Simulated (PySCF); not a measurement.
# N²⁺: excitation energies in x2c-QZVPPall plus 1 even-tempered diffuse shell per l, part 2 of 3

Aim: the excitation energy of nitrogen from differences of total energies, at each level of theory, and how far each lands from the tabulated value where there is one.

PySCF 2.14.0; x2c-QZVPPall plus 1 even-tempered diffuse shell per l, scalar relativity by spin-free X2C-1e. The scripts are equivalent inputs of a driver's runs. The steps go on from the part before.

## Step 4: N²⁺ [He] 2s1 2p2, s spin flipped, method by method

Level: UHF.

input.py

```python
from pyscf import gto, scf, dft, mp, cc
import basis_set_exchange as bse
mol = gto.M(atom="N 0 0 0", charge=2, spin=1, symmetry="D2h",
            basis=gto.basis.parse(bse.get_basis("x2c-QZVPPall", elements=["N"], fmt="nwchem", augment_diffuse=1)),
            nucmod="G")
mf = scf.UHF(mol).sfx2c1e()
mf.irrep_nelec = {'Ag': (1, 2), 'B1u': (1, 0), 'B2u': (1, 0)}
mf.kernel()
```

Output:

```text
damping factor = 0
level_shift factor = 0
DIIS = <class 'pyscf.scf.diis.CDIIS'>
diis_start_cycle = 1
diis_space = 10
diis_damp = 0
SCF conv_tol = 1e-09
SCF conv_tol_grad = None
number electrons alpha = 3  beta = 2
cycle= 1 E= -52.3382360139375  delta_E= -0.00166  |g|= 0.0141  |ddm|= 0.0185
cycle= 2 E= -52.3383104562325  delta_E= -7.44e-05  |g|= 0.00313  |ddm|= 0.0041
cycle= 3 E= -52.3383147830861  delta_E= -4.33e-06  |g|= 0.000133  |ddm|= 0.00126
cycle= 4 E= -52.3383147917984  delta_E= -8.71e-09  |g|= 9.69e-06  |ddm|= 7.27e-05
cycle= 5 E= -52.3383147918544  delta_E= -5.6e-11  |g|= 1.74e-06  |ddm|= 8.52e-06
converged SCF energy = -52.3383147918544  <S^2> = 1.7500511  2S+1 = 2.8284632
```

It used 1.2 s of CPU time after the integrals (shared host).

The occupied shells:

```
shell  electrons  mean orbital energy (eV)  spread (eV)  rms radius (bohr)
 1s β          1                   -465.02            0              0.265
 1s α          1                   -464.83            0              0.265
 2s β          1                   -54.045            0               1.30
 2p α          2                   -45.075            0               1.26
```

⟨S²⟩ = 1.750, ⟨L²⟩ = 2.00.

Spin-orbit constants on these orbitals (cm⁻¹; bare nucleus, screened nucleus, mean field): 2p 190.1, 135.8, 116.7.

With the s spin flipped the determinant is a mixture of two multiplicities, not a spectroscopic state.

Level: LDA.

input.py differs from the last one in:

```diff
@@ -5,3 +5,3 @@
             nucmod="G")
-mf = scf.UHF(mol).sfx2c1e()
+mf = dft.UKS(mol, xc="LDA,VWN").sfx2c1e()
 mf.irrep_nelec = {'Ag': (1, 2), 'B1u': (1, 0), 'B2u': (1, 0)}
```

Output:

```text
damping factor = 0
level_shift factor = 0
DIIS = <class 'pyscf.scf.diis.CDIIS'>
diis_start_cycle = 1
diis_space = 10
diis_damp = 0
SCF conv_tol = 1e-09
SCF conv_tol_grad = None
number electrons alpha = 3  beta = 2
XC functionals = LDA,VWN
    P. A. M. Dirac.,  Math. Proc. Cambridge Philos. Soc. 26, 376 (1930)
    F. Bloch.,  Z. Phys. 57, 545 (1929)
    S. H. Vosko, L. Wilk, and M. Nusair.,  Can. J. Phys. 58, 1200 (1980)
cycle= 1 E= -52.1019144647458  delta_E= -0.00495  |g|= 0.0224  |ddm|= 0.0376
cycle= 2 E= -52.1019320217325  delta_E= -1.76e-05  |g|= 0.00165  |ddm|= 0.00303
cycle= 3 E= -52.1019321480913  delta_E= -1.26e-07  |g|= 6.75e-05  |ddm|= 0.000309
cycle= 4 E= -52.101932149391  delta_E= -1.3e-09  |g|= 1.93e-05  |ddm|= 4.71e-05
cycle= 5 E= -52.1019321494957  delta_E= -1.05e-10  |g|= 9.22e-08  |ddm|= 9.72e-06
converged SCF energy = -52.1019321494957  <S^2> = 1.7500113  2S+1 = 2.8284351
```

CPU time 0.24 s on a shared host, the integrals not counted.

Level: PBE.

input.py differs from the last one in:

```diff
@@ -5,3 +5,3 @@
             nucmod="G")
-mf = dft.UKS(mol, xc="LDA,VWN").sfx2c1e()
+mf = dft.UKS(mol, xc="PBE").sfx2c1e()
 mf.irrep_nelec = {'Ag': (1, 2), 'B1u': (1, 0), 'B2u': (1, 0)}
```

Output:

```text
damping factor = 0
level_shift factor = 0
DIIS = <class 'pyscf.scf.diis.CDIIS'>
diis_start_cycle = 1
diis_space = 10
diis_damp = 0
SCF conv_tol = 1e-09
SCF conv_tol_grad = None
number electrons alpha = 3  beta = 2
XC functionals = PBE
    J. P. Perdew, K. Burke, and M. Ernzerhof.,  Phys. Rev. Lett. 77, 3865 (1996)
    J. P. Perdew, K. Burke, and M. Ernzerhof.,  Phys. Rev. Lett. 78, 1396 (1997)
    J. P. Perdew, K. Burke, and M. Ernzerhof.,  Phys. Rev. Lett. 77, 3865 (1996)
    J. P. Perdew, K. Burke, and M. Ernzerhof.,  Phys. Rev. Lett. 78, 1396 (1997)
cycle= 1 E= -52.5071531337674  delta_E= -0.00385  |g|= 0.0104  |ddm|= 0.0593
cycle= 2 E= -52.5071841581902  delta_E= -3.1e-05  |g|= 0.00199  |ddm|= 0.0053
cycle= 3 E= -52.5071854301794  delta_E= -1.27e-06  |g|= 0.00047  |ddm|= 0.00134
cycle= 4 E= -52.5071854916104  delta_E= -6.14e-08  |g|= 1.68e-05  |ddm|= 0.000231
cycle= 5 E= -52.507185491681  delta_E= -7.06e-11  |g|= 2.45e-07  |ddm|= 7.15e-06
converged SCF energy = -52.507185491681  <S^2> = 1.7500104  2S+1 = 2.8284345
```

It used 0.4 s of CPU time after the integrals (shared host).

Level: PBE0.

input.py differs from the last one in:

```diff
@@ -5,3 +5,3 @@
             nucmod="G")
-mf = dft.UKS(mol, xc="PBE").sfx2c1e()
+mf = dft.UKS(mol, xc="PBE0").sfx2c1e()
 mf.irrep_nelec = {'Ag': (1, 2), 'B1u': (1, 0), 'B2u': (1, 0)}
```

Output:

```text
damping factor = 0
level_shift factor = 0
DIIS = <class 'pyscf.scf.diis.CDIIS'>
diis_start_cycle = 1
diis_space = 10
diis_damp = 0
SCF conv_tol = 1e-09
SCF conv_tol_grad = None
number electrons alpha = 3  beta = 2
XC functionals = PBE0
    C. Adamo and V. Barone.,  J. Chem. Phys. 110, 6158 (1999)
    M. Ernzerhof and G. E. Scuseria.,  J. Chem. Phys. 110, 5029 (1999)
cycle= 1 E= -52.494392130438  delta_E= -0.0028  |g|= 0.0104  |ddm|= 0.0466
cycle= 2 E= -52.4944245858733  delta_E= -3.25e-05  |g|= 0.0014  |ddm|= 0.00328
cycle= 3 E= -52.4944252563142  delta_E= -6.7e-07  |g|= 0.000211  |ddm|= 0.000636
cycle= 4 E= -52.4944252669323  delta_E= -1.06e-08  |g|= 9.36e-06  |ddm|= 9.15e-05
cycle= 5 E= -52.4944252669564  delta_E= -2.4e-11  |g|= 3.17e-07  |ddm|= 3.24e-06
converged SCF energy = -52.4944252669564  <S^2> = 1.7500166  2S+1 = 2.8284389
```

It used 0.52 s of CPU time after the integrals (shared host).

Level: r2SCAN.

input.py differs from the last one in:

```diff
@@ -5,3 +5,3 @@
             nucmod="G")
-mf = dft.UKS(mol, xc="PBE0").sfx2c1e()
+mf = dft.UKS(mol, xc="R2SCAN").sfx2c1e()
 mf.irrep_nelec = {'Ag': (1, 2), 'B1u': (1, 0), 'B2u': (1, 0)}
```

Output:

```text
damping factor = 0
level_shift factor = 0
DIIS = <class 'pyscf.scf.diis.CDIIS'>
diis_start_cycle = 1
diis_space = 10
diis_damp = 0
SCF conv_tol = 1e-09
SCF conv_tol_grad = None
number electrons alpha = 3  beta = 2
XC functionals = R2SCAN
    J. W. Furness, A. D. Kaplan, J. Ning, J. P. Perdew, and J. Sun.,  J. Phys. Chem. Lett. 11, 8208-8215 (2020)
    J. W. Furness, A. D. Kaplan, J. Ning, J. P. Perdew, and J. Sun.,  J. Phys. Chem. Lett. 11, 9248-9248 (2020)
    J. W. Furness, A. D. Kaplan, J. Ning, J. P. Perdew, and J. Sun.,  J. Phys. Chem. Lett. 11, 8208-8215 (2020)
    J. W. Furness, A. D. Kaplan, J. Ning, J. P. Perdew, and J. Sun.,  J. Phys. Chem. Lett. 11, 9248-9248 (2020)
cycle= 1 E= -52.5191544271318  delta_E= -0.0035  |g|= 0.0134  |ddm|= 0.0411
cycle= 2 E= -52.5192049509337  delta_E= -5.05e-05  |g|= 0.00175  |ddm|= 0.00552
cycle= 3 E= -52.5192059942873  delta_E= -1.04e-06  |g|= 0.000273  |ddm|= 0.000747
cycle= 4 E= -52.5192060099387  delta_E= -1.57e-08  |g|= 9.98e-06  |ddm|= 0.000142
cycle= 5 E= -52.5192060099804  delta_E= -4.17e-11  |g|= 8.49e-07  |ddm|= 8.23e-06
converged SCF energy = -52.5192060099804  <S^2> = 1.7500447  2S+1 = 2.8284587
```

CPU time 0.83 s on a shared host, the integrals not counted.

Level: B3LYP.

input.py differs from the last one in:

```diff
@@ -5,3 +5,3 @@
             nucmod="G")
-mf = dft.UKS(mol, xc="R2SCAN").sfx2c1e()
+mf = dft.UKS(mol, xc="B3LYP").sfx2c1e()
 mf.irrep_nelec = {'Ag': (1, 2), 'B1u': (1, 0), 'B2u': (1, 0)}
```

Output:

```text
damping factor = 0
level_shift factor = 0
DIIS = <class 'pyscf.scf.diis.CDIIS'>
diis_start_cycle = 1
diis_space = 10
diis_damp = 0
SCF conv_tol = 1e-09
SCF conv_tol_grad = None
number electrons alpha = 3  beta = 2
XC functionals = B3LYP
    P. J. Stephens, F. J. Devlin, C. F. Chabalowski, and M. J. Frisch.,  J. Phys. Chem. 98, 11623 (1994)
cycle= 1 E= -52.5626976357311  delta_E= -0.00316  |g|= 0.0104  |ddm|= 0.0468
cycle= 2 E= -52.5627278149769  delta_E= -3.02e-05  |g|= 0.00173  |ddm|= 0.00487
cycle= 3 E= -52.5627286412406  delta_E= -8.26e-07  |g|= 0.000328  |ddm|= 0.000907
cycle= 4 E= -52.5627286680587  delta_E= -2.68e-08  |g|= 9.52e-06  |ddm|= 0.000147
cycle= 5 E= -52.5627286680896  delta_E= -3.09e-11  |g|= 3.12e-07  |ddm|= 4.78e-06
converged SCF energy = -52.5627286680896  <S^2> = 1.7500158  2S+1 = 2.8284383
```

CPU time 0.55 s on a shared host, the integrals not counted.

Level: TPSSh.

input.py differs from the last one in:

```diff
@@ -5,3 +5,3 @@
             nucmod="G")
-mf = dft.UKS(mol, xc="B3LYP").sfx2c1e()
+mf = dft.UKS(mol, xc="TPSSH").sfx2c1e()
 mf.irrep_nelec = {'Ag': (1, 2), 'B1u': (1, 0), 'B2u': (1, 0)}
```

Output:

```text
damping factor = 0
level_shift factor = 0
DIIS = <class 'pyscf.scf.diis.CDIIS'>
diis_start_cycle = 1
diis_space = 10
diis_damp = 0
SCF conv_tol = 1e-09
SCF conv_tol_grad = None
number electrons alpha = 3  beta = 2
XC functionals = TPSSH
    V. N. Staroverov, G. E. Scuseria, J. Tao, and J. P. Perdew.,  J. Chem. Phys. 119, 12129 (2003)
cycle= 1 E= -52.5614315390565  delta_E= -0.00243  |g|= 0.0114  |ddm|= 0.0457
cycle= 2 E= -52.5614700161292  delta_E= -3.85e-05  |g|= 0.00181  |ddm|= 0.00428
cycle= 3 E= -52.5614709511485  delta_E= -9.35e-07  |g|= 0.000352  |ddm|= 0.000881
cycle= 4 E= -52.5614709825058  delta_E= -3.14e-08  |g|= 5.42e-06  |ddm|= 0.000151
cycle= 5 E= -52.5614709825157  delta_E= -9.88e-12  |g|= 4.2e-07  |ddm|= 4.09e-06
converged SCF energy = -52.5614709825157  <S^2> = 1.7500286  2S+1 = 2.8284473
```

It used 1 s of CPU time after the integrals (shared host).

Level: wB97X-V.

input.py differs from the last one in:

```diff
@@ -5,3 +5,3 @@
             nucmod="G")
-mf = dft.UKS(mol, xc="TPSSH").sfx2c1e()
+mf = dft.UKS(mol, xc="WB97X_V").sfx2c1e()
 mf.irrep_nelec = {'Ag': (1, 2), 'B1u': (1, 0), 'B2u': (1, 0)}
```

Output:

```text
damping factor = 0
level_shift factor = 0
DIIS = <class 'pyscf.scf.diis.CDIIS'>
diis_start_cycle = 1
diis_space = 10
diis_damp = 0
SCF conv_tol = 1e-09
SCF conv_tol_grad = None
number electrons alpha = 3  beta = 2
XC functionals = WB97X_V
    N. Mardirossian and M. Head-Gordon.,  Phys. Chem. Chem. Phys. 16, 9904-9924 (2014)
NLC functional = WB97X_V
cycle= 1 E= -52.5509581950436  delta_E= -0.00203  |g|= 0.0103  |ddm|= 0.0444
cycle= 2 E= -52.5509885112264  delta_E= -3.03e-05  |g|= 0.0016  |ddm|= 0.00333
cycle= 3 E= -52.5509895529127  delta_E= -1.04e-06  |g|= 0.000139  |ddm|= 0.000653
cycle= 4 E= -52.5509895602262  delta_E= -7.31e-09  |g|= 1.13e-05  |ddm|= 6.3e-05
cycle= 5 E= -52.5509895602841  delta_E= -5.8e-11  |g|= 9.31e-07  |ddm|= 6.28e-06
converged SCF energy = -52.5509895602841  <S^2> = 1.7500198  2S+1 = 2.8284411
```

CPU time 0.95 s on a shared host, the integrals not counted.

Level: M06-2X.

input.py differs from the last one in:

```diff
@@ -5,3 +5,3 @@
             nucmod="G")
-mf = dft.UKS(mol, xc="WB97X_V").sfx2c1e()
+mf = dft.UKS(mol, xc="M062X").sfx2c1e()
 mf.irrep_nelec = {'Ag': (1, 2), 'B1u': (1, 0), 'B2u': (1, 0)}
```

Output:

```text
damping factor = 0
level_shift factor = 0
DIIS = <class 'pyscf.scf.diis.CDIIS'>
diis_start_cycle = 1
diis_space = 10
diis_damp = 0
SCF conv_tol = 1e-09
SCF conv_tol_grad = None
number electrons alpha = 3  beta = 2
XC functionals = M062X
    Y. Zhao and D. G. Truhlar.,  Theor. Chem. Acc. 120, 215 (2008)
    Y. Zhao and D. G. Truhlar.,  Theor. Chem. Acc. 120, 215 (2008)
cycle= 1 E= -52.5508395170179  delta_E= -0.00345  |g|= 0.012  |ddm|= 0.0558
cycle= 2 E= -52.5508591382369  delta_E= -1.96e-05  |g|= 0.00123  |ddm|= 0.00337
cycle= 3 E= -52.5508594956089  delta_E= -3.57e-07  |g|= 0.000192  |ddm|= 0.000417
cycle= 4 E= -52.5508595037145  delta_E= -8.11e-09  |g|= 1.25e-05  |ddm|= 0.000101
cycle= 5 E= -52.5508595037942  delta_E= -7.97e-11  |g|= 1.16e-06  |ddm|= 1.16e-05
converged SCF energy = -52.5508595037942  <S^2> = 1.7500191  2S+1 = 2.8284407
```

It used 0.96 s of CPU time after the integrals (shared host).

## Step 5: N²⁺ [He] 2s1 2p2, s spin flipped, continued

Level: MP2 (valence).

Edit input.py of step 4 so:

```diff
@@ -5,4 +5,5 @@
             nucmod="G")
-mf = dft.UKS(mol, xc="M062X").sfx2c1e()
+mf = scf.UHF(mol).sfx2c1e()
 mf.irrep_nelec = {'Ag': (1, 2), 'B1u': (1, 0), 'B2u': (1, 0)}
 mf.kernel()
+mp.UMP2(mf, frozen=1).kernel()
```

The driver printed no log here.

It used 0.1 s of CPU time after the integrals (shared host).

With 3 electrons correlated, the MP2 correlation energy is -0.09396 hartree (-0.00807 same spin, -0.08590 opposite spin); the SCS form gives -0.10576. Largest pairs of shells: 2s-2p -0.0859, 2p-2p -0.0081, 2s-2s 0.0000.

Level: MP2 (valence and next inner shell).

input.py differs from the last one in:

```diff
@@ -8,2 +8,2 @@
 mf.kernel()
-mp.UMP2(mf, frozen=1).kernel()
+mp.UMP2(mf, frozen=0).kernel()
```

No log was kept for this step.

CPU time 0.11 s on a shared host, the integrals not counted.

With 5 electrons correlated, the MP2 correlation energy is -0.11775 hartree (-0.01128 same spin, -0.10647 opposite spin); the SCS form gives -0.13153. Largest pairs of shells: 2s-2p -0.0859, 1s-1s -0.0153, 2p-2p -0.0081, 1s-2p -0.0062, 1s-2s -0.0024.

Radial density 4πr²ρ of N²⁺ at UHF:

```csv
r (bohr),density,spin density
0.00425,0.0451,-0.002
0.00715,0.121,-0.004
0.0120,0.317,-0.011
0.0202,0.796,-0.029
0.0340,1.85,-0.065
0.0573,3.78,-0.129
0.0963,6.24,-0.185
0.162,7.26,-0.097
0.273,4.92,0.307
0.458,2.25,0.800
0.771,2.46,0.825
1.30,1.90,0.475
2.18,0.356,0.115
3.67,0.00708,0.004
```

[end of part 2 of 3]
